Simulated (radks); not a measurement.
# Sr³⁺ in [Ar] 3d9 4s2 4p5 5s1: an all-electron calculation

Aim: the levels, the sizes of the orbitals and the parts of the energy of the strontium ion Sr3+.

Method: scalar-relativistic Kohn-Sham, BLYP, spin-polarised, spherical densities, point nucleus; open shells are filled with parallel spins first. Code: radks (a radial shooting solver on a logarithmic mesh, Libxc functionals) version 1.

## Step 1: Starting point

- element: strontium (Z = 38)
- charge: +3
- electrons: 35
- configuration: [Ar] 3d9 4s2 4p5 5s1

The outer shells:

Sr³⁺
```
[Ar] core
3d [↑↓][↑↓][↑↓][↑↓][↑ ]
4s [↑↓]
4p [↑↓][↑↓][↑ ]
5s [↑ ]
```

## Step 2: Self-consistent calculation

The run's settings:

```text
Z 38
configuration [Ar] 3d9 4s2 4p5 5s1
relativity scalar-relativistic
functional b88,lyp
spin polarised
nucleus point
c 137.035999084
```

Command:

```
> python run_ks.py task.json out
```

The same process makes all the runs of this session.

What does the calculation give?

**Answer**, as computed:

| quantity | value |
| --- | --- |
| total energy | -3172.44323 hartree |
| exchange-correlation share of it | 3.26 % |
| −T/E | 1.0257 |
| highest occupied level | 5s up, -25.441 eV |
| most extended occupied level | 5s up, <r> = 2.95 bohr |
| radius at density 0.001 e/bohr³ | 4.00 bohr |
| maxima of the radial density | 3 |

5 principal shells are occupied and 3 maxima appear in the radial density; where shells overlap, one shows as a shoulder or not at all. −T/E is 1.026: with relativity the kinetic term as defined here no longer equals −E. This is not the tabulated ground configuration, so its levels and sizes aren't those of the ground state, and no measured value stands beside it.
